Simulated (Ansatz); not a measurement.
**CH4ClGeN: small, medium and large basis sets**

An exercise on one series of results from a longer session: the logs are not shown, and one member is left open.

Computed with Ansatz 0.2.0, Gaussian basis. Level: one geometry, several basis sets.

Plan: PBE0-D4/def2-SVP; ωB97M-V/def2-SVP; PBE0-D4/def2-QZVPP; ωB97M-V/def2-QZVPP; the functionals' def2-TZVPP values are taken from earlier runs.

## The relaxed structure

An earlier PBE0-D4 in a triple-zeta def2 set relaxation fixed the geometry.

SMILES `N=[C](Cl)[GeH3]`, 8 atoms, charge 0, spin multiplicity 1.

Atoms are counted from 1 here; the program's logs count them from 0.

Bond lengths: N1–C2 1.250 Å, N1–H5 1.019 Å, C2–Cl3 1.756 Å, C2–Ge4 1.976 Å, Ge4–H6 1.532 Å, Ge4–H7 1.537 Å, Ge4–H8 1.532 Å. Angles: C2–N1–H5 111.1°, N1–C2–Cl3 118.0°, N1–C2–Ge4 129.4°, Cl3–C2–Ge4 112.6°, C2–Ge4–H6 108.7°, C2–Ge4–H7 106.5°, C2–Ge4–H8 108.7°, H6–Ge4–H7 111.1°, H6–Ge4–H8 110.7°, H7–Ge4–H8 111.1°.

Coordinates:

```xyz
8

N     1.7451    0.5622   -0.6011
C     0.9335    0.0977    0.2289
Cl    1.5416   -0.3462    1.8152
Ge   -1.0049   -0.2323    0.0383
H     1.2833    0.7835   -1.4826
H    -1.7506    0.6021    1.0843
H    -1.3838    0.2017   -1.3868
H    -1.2720   -1.7259    0.2481
```

The first run:

File in.yaml:

```yaml
crystal:
  periodic: [false, false, false]
  atoms:
    - {symbol: N, position_ang: [1.745091, 0.562221, -0.601114]}
    - {symbol: C, position_ang: [0.933508, 0.097741, 0.228920]}
    - {symbol: Cl, position_ang: [1.541647, -0.346220, 1.815154]}
    - {symbol: Ge, position_ang: [-1.004947, -0.232252, 0.038325]}
    - {symbol: H, position_ang: [1.283328, 0.783499, -1.482633]}
    - {symbol: H, position_ang: [-1.750571, 0.602145, 1.084289]}
    - {symbol: H, position_ang: [-1.383823, 0.201733, -1.386833]}
    - {symbol: H, position_ang: [-1.272032, -1.725867, 0.248094]}
basis:
  gaussian: {orbitals: def2-SVP}
hamiltonian: {xc: pbe0, dispersion: d4}
output: {orbitals: {seedname: orbitals}}
```

Steps of the session up to this table: PBE0-D4 in def2-SVP; ωB97M-V in def2-SVP; PBE0-D4 in def2-QZVPP; ωB97M-V in def2-QZVPP.

One table of the session follows, with a row left open; its other results are not shown here.

It belongs to the step «Functionals by basis». 

```
functional       basis  HOMO (eV)
   PBE0-D4    def2-SVP      -7.76
   PBE0-D4  def2-TZVPP      -7.91
   PBE0-D4  def2-QZVPP      -7.95
   ωB97M-V    def2-SVP      -9.95
   ωB97M-V  def2-TZVPP     -10.14
   ωB97M-V  def2-QZVPP          ?
```

Q: Estimate the row for ωB97M-V, def2-QZVPP from the others.

As computed: HOMO (eV): -10.18. In the column «HOMO (eV)» it is the lowest.
